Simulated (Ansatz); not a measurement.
Working through a test of the smearing width of V₃Mo, space group Fm-3m

Computed with the Python package of Ansatz (0.2.0).

Run as a notebook:

In [1]:
```python
from dataclasses import dataclass

import ansatz as az
import matplotlib.pyplot as plt


@dataclass(frozen=True)
class Settings:
    tolerance: float = 1e-09
    cutoff_ev: int = 300
    vdw: str = "d4"
```

In [2]:
```python
opts = Settings()
```

In [3]:
```python
lattice = az.Lattice.of(
    (0.0, 3.02409, 3.02409),
    (3.02409, 0.0, 3.02409),
    (3.02409, 3.02409, 0.0),
)
sites = [
    ("V", (0.25, 0.25, 0.25)),
    ("V", (0.75, 0.75, 0.75)),
    ("V", (0.5, 0.5, 0.5)),
    ("Mo", (0.0, 0.0, 0.0)),
]
system = az.Crystal(lattice=lattice)
for symbol, position in sites:
    system = system.atom(symbol, position)
system = system.moments(V=2.0)
```

In [4]:
```python
base = (
    system.calculation()
    .scf(tolerance=opts.tolerance)
    .basis(opts.cutoff_ev)
    .kpoints(8, shift=0.5)
    .functional(az.Functional.R2SCAN, dispersion=opts.vdw)
    .spin("collinear")
    .forces()
    .stress()
)
```

In [5]:
```python
rows = []
for value in [0.3, 0.2, 0.1, 0.05]:
    data = base.occupations("fermi_dirac", width=value).run(threads=1, pin="off").report
    rows.append((value, data["free_energy_ev"] / len(data["lattice"]["sites"]), data["n_iterations"], sum(data["stress_gpa"][i][i] for i in range(3)) / 3, max(abs(f) for row in data["forces_ev_ang"] for f in row), data["magnetization_mub"], data["n_kpoints"]))
```
```text
DeckWarning: basis.ecutwfc = 300 eV is below the records' recommended 500 eV, and the density's cutoff is lower with it unless basis.ecutrho_ratio is high enough to keep the records' density cutoff: compare with a run at a higher cutoff
DeckWarning: crystal.symmetry: narrowed to the stabiliser of the k-point mesh — unitary ops 48 → 12; excluded 36 operations that carry a point of the 8×8×8 mesh (shift [0.5, 0.5, 0.5]) off the mesh (the run samples exactly the mesh kpoints.mp_grid names, as under crystal.symmetry.detect: false, and its converged state has the mesh's symmetry, not the crystal's; ε∞, the Born charges and the force [...]
DeckWarning: output.stress: scf.convergence.dr2_threshold = 1e-9 eV is looser than the 4e-10 eV advised for a printed stress (1e-10 eV for each atom of the cell: 4). What an SCF threshold leaves in a stress goes as its square root, and in the free energy as the threshold itself, and one threshold admits the most on a small cell: of the crystals measured, under no hybrid functional and no lock of [...]
RunWarning: the starting moments were not kept: the SCF closed with an absolute magnetisation of 9.2e-6 μB, where they sum to 6 μB in size (3 sites). That is at most 0.1 of that sum. Measured as dr2_m measures the in/out step, that magnetisation stands 1.0e-11 eV from none, at or under the dr2_threshold of 1.0e-9 eV: it is no larger than a step whose dr2_m would equal this threshold. The system [...]
```

In [6]:
```python
print("  width (eV)   F/atom (eV)    iterations       P (GPa)  max component (eV/A)  moment (muB)      k-points")
for row in rows:
    print(f"{str(row[0]):>12s}  {row[1]:12.5f}  {row[2]:12d}  {row[3]:12.3f}  {row[4]:20.4f}  {row[5]:12.3f}  {row[6]:12d}")

for row in rows[:-1]:
    shift = 1000 * (row[1] - rows[-1][1])
    print(f"{row[0]}: {shift:+.2f} meV/atom" + ("  (within 5 meV)" if abs(shift) < 5 else ""))
plt.figure(figsize=(4.5, 3))
plt.plot([str(row[0]) for row in rows], [1000 * (row[1] - rows[-1][1]) for row in rows], "o-")
plt.xlabel("width (eV)")
plt.ylabel("F - F(last) (meV/atom)")
plt.tight_layout()
plt.savefig("smear.png", dpi=100)
```
```text
  width (eV)   F/atom (eV)    iterations       P (GPa)  max component (eV/A)  moment (muB)      k-points
         0.3   -3429.94395            24        -0.072                0.0003         0.000            60
         0.2   -3429.84991            25        -1.310                0.0008        -0.000            60
         0.1   -3429.78810            27        -2.067                0.0038         0.350            60
        0.05   -3429.77196            22        -1.726                0.0022         0.890            60
0.3: -171.99 meV/atom
0.2: -77.95 meV/atom
0.1: -16.14 meV/atom
```

Going from 0.05 to 0.3 eV changes F by -172.0 meV an atom. With this scheme F falls roughly as the square of the width; the report's estimate for zero width (energy_sigma0_ev) moves by only -12.8 meV. The pressure moves from -1.73 to -0.07 GPa.

Notes:
- The cutoff lies under the one recommended for these potentials.
- The SCF didn't keep the moments it started from (some shrank, vanished or turned); what is printed is the state reached.
- Under the recommended cutoff a pressure can be off by several GPa, even in sign.
- Dispersion corrections can be off by several per cent in the lattices of metals, and by several GPa in the pressure at a fixed cell.
- For a metal this k-point mesh is coarse: on a finer one energies can move by several to tens of meV an atom and pressures by half a GPa or more, differences at one mesh by less.
- The overall sign of a collinear moment is arbitrary, and semilocal functionals can give small moments to compounds that are paramagnetic.
- The smearing is wide enough that free energy and stress hold a thermal part of the electrons.
- The narrowest width needs the finest mesh, so the last row is no converged reference.
- Pressure is positive in compression.
- r2SCAN tends to overestimate the moments of itinerant magnets.
- The structure comes from a database of computed cells and needn't be a stable or known phase.
- Warnings are shown shortened and without file and line.
- Timing: 6.2 min on 1 thread of Arm Neoverse V1, on a shared host, peak memory 0.91 GiB.
